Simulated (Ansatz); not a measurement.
# C2H8Al2Si: how energies converge with the basis set

Aim: see how fast density functionals converge with the basis set for C2H8Al2Si.

The runs use Ansatz 0.2.0, Gaussian basis; one geometry, several basis sets.

Levels to be run: PBE0-D4/def2-SVP; ωB97M-V/def2-SVP; PBE0-D4/def2-QZVPP; ωB97M-V/def2-QZVPP; the functionals' def2-TZVPP values are taken from earlier runs.

### Step 1. The relaxed structure

The geometry comes from an earlier relaxation with PBE0-D4 in a triple-zeta def2 set; it is a stationary point, not always the lowest conformer.

13 atoms, charge 0, spin multiplicity 1.

Atoms are counted from 1 here; the program's logs count them from 0.

Bond lengths: Si1–Al2 2.458 Å, Si1–H6 1.492 Å, Si1–H7 1.490 Å, Si1–H8 1.492 Å, Al2–Al3 2.515 Å, Al2–H9 1.592 Å, Al3–C4 1.953 Å, Al3–C5 1.953 Å, C4–C5 1.525 Å, C4–H10 1.088 Å, C4–H11 1.088 Å, C5–H12 1.088 Å, C5–H13 1.088 Å. Angles: Al2–Si1–H6 110.5°, Al2–Si1–H7 112.6°, Al2–Si1–H8 111.3°, H6–Si1–H7 107.4°, H6–Si1–H8 107.3°, H7–Si1–H8 107.6°, Si1–Al2–Al3 120.6°, Si1–Al2–H9 119.5°, Al3–Al2–H9 119.9°, Al2–Al3–C4 157.3°, Al2–Al3–C5 156.6°, C4–Al3–C5 45.9°, Al3–C4–C5 67.0°, Al3–C4–H10 119.0°, Al3–C4–H11 119.0°, C5–C4–H10 116.7°, C5–C4–H11 116.8°, H10–C4–H11 111.7° and more.

### Step 2. PBE0-D4 in def2-SVP

in.yaml reads:

```yaml
crystal:
  periodic: [false, false, false]
  atoms:
    - {symbol: Si, position_ang: [-3.147100, -0.038985, 1.156735]}
    - {symbol: Al, position_ang: [-0.823989, 0.625937, 1.606208]}
    - {symbol: Al, position_ang: [0.988352, 0.155021, -0.072338]}
    - {symbol: C, position_ang: [2.110161, 0.451247, -1.643504]}
    - {symbol: C, position_ang: [2.374971, -0.889738, -0.967799]}
    - {symbol: H, position_ang: [-4.021078, 1.164845, 1.036426]}
    - {symbol: H, position_ang: [-3.284794, -0.816871, -0.107111]}
    - {symbol: H, position_ang: [-3.696113, -0.876155, 2.262815]}
    - {symbol: H, position_ang: [-0.470101, 1.369739, 2.968397]}
    - {symbol: H, position_ang: [2.906506, 1.190140, -1.591195]}
    - {symbol: H, position_ang: [1.653512, 0.420567, -2.630070]}
    - {symbol: H, position_ang: [3.341022, -1.009161, -0.482703]}
    - {symbol: H, position_ang: [2.088950, -1.781286, -1.521059]}
basis:
  gaussian: {orbitals: def2-SVP}
hamiltonian: {xc: pbe0, dispersion: d4}
output: {orbitals: {seedname: orbitals}}
```

After this run come: ωB97M-V in def2-SVP; PBE0-D4 in def2-QZVPP; ωB97M-V in def2-QZVPP.

Before running them: what should the planned runs give, taken together? Wanted: PBE0-D4: double and triple zeta above quadruple; ωB97M-V: double and triple zeta above quadruple.

The runs gave:

| quantity | value |
| --- | --- |
| PBE0-D4: double and triple zeta above quadruple | 10.50, 0.77 eV |
| ωB97M-V: double and triple zeta above quadruple | 10.64, 0.76 eV |

In words: PBE0-D4 gains 9.73 eV from double to triple zeta, then 0.77 eV more. These are total energies; as a rule much of such shifts cancels in differences, which this series doesn't test.
